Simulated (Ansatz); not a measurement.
# SnGeSe2: how the settings move a single-point run

Question: which choices in the input matter for SnGeSe2? The cell is built on a prototype (ordering on rocksalt) and needn't be the phase found in nature.

Method: reference: DFT, HSE06, plane waves, PAW, in Ansatz 0.2.0.

2 further runs of the same task are left out: 1 for a known fault of the program, 1 that didn't finish.

## 1. The system as given

It takes space group R-3m (No. 166, trigonal). The conventional cell has a = 4.107 Å, b = 4.107 Å, c = 20.202 Å, α = 90.00°, β = 90.00°, γ = 120.00°. Ge (site symmetry -3m) is surrounded by 6 Se at 2.84 Å. Sn (site symmetry -3m) is surrounded by 6 Se at 2.98 Å. Around Se (site symmetry 3m) lie 3 Ge at 2.84 Å and 3 Sn at 2.98 Å.

As a file:

```cif
data_structure
_symmetry_space_group_name_H-M 'R-3m:H'
_symmetry_Int_Tables_number 166
_cell_length_a 4.1068
_cell_length_b 4.1068
_cell_length_c 20.2024
_cell_angle_alpha 90.000
_cell_angle_beta 90.000
_cell_angle_gamma 120.000
_cell_volume 295.09
loop_
_atom_site_label
_atom_site_type_symbol
_atom_site_symmetry_multiplicity
_atom_site_Wyckoff_symbol
_atom_site_fract_x
_atom_site_fract_y
_atom_site_fract_z
_atom_site_occupancy
Ge1 Ge 3 a 0.00000 0.00000 0.00000 1
Sn1 Sn 3 b 0.66667 0.33333 0.83333 1
Se1 Se 6 c 0.33333 0.66667 0.92233 1
```

## 2. Baseline

input.yaml reads:

```yaml
crystal:
  lattice:
    - [2.0534186172, 1.1855417914, 6.7341196005]
    - [-2.0534186172, 1.1855417914, 6.7341196005]
    - [0.0, -2.3710835828, 6.7341196005]
  atoms:
    - { symbol: Ge, position: [1.0, 0.0, 0.0] }
    - { symbol: Sn, position: [0.5, 0.5, 0.5] }
    - { symbol: Se, position: [0.2556604464, 0.2556604464, 0.2556604464] }
    - { symbol: Se, position: [0.7443395536, 0.7443395536, 0.7443395536] }
kpoints:
  mp_grid: { grid: [4, 4, 4] }
hamiltonian:
  xc: hse06
scf:
  occupations: { method: fixed }
  n_extra_bands: 5
output:
  forces: true
  stress: true
  eigenvalues: true
```

Run with:

```
> ansatz run input.yaml --threads 4 --pin off --max-ram 3686MiB --backend cpu --events-out ev --progress --plain --runs-dir out
```

## 3. Variant: ecutfock_ratio 4

input.yaml: that of step 2 with these lines changed.

```diff
@@ -17,2 +17,3 @@
   n_extra_bands: 5
+  exx: { ecutfock_ratio: 4 }
 output:
```

Q: Predict the outcome of this session. Wanted: for each run, ending; energy change; pressure; gap; force.

The runs gave:

```csv
run,ending,energy change,pressure (GPa),gap (eV),force (eV/Å),cycles,time
reference,converged,-,-0.8,0.19,0.01,21,57 s
1: ecutfock_ratio 4,converged,-,-0.8,0.19,0.01,21,55 s
```

Residual by cycle in the longest SCF loop of each run; runs are numbered as in the table. The quantity is the density residual dr2, in eV.

```csv
cycle,reference,run 1
1,0.0326,0.0326
2,0.00657,0.00657
3,0.00196,0.00196
4,5.8e-4,5.8e-4
5,8.4e-5,8.4e-5
6,4.9e-5,4.9e-5
7,2.2e-5,2.2e-5
8,4.1e-6,4.1e-6
```

**Reading.** The run with the changed ecutfock ratio converges; its total energy is not set against the reference here.
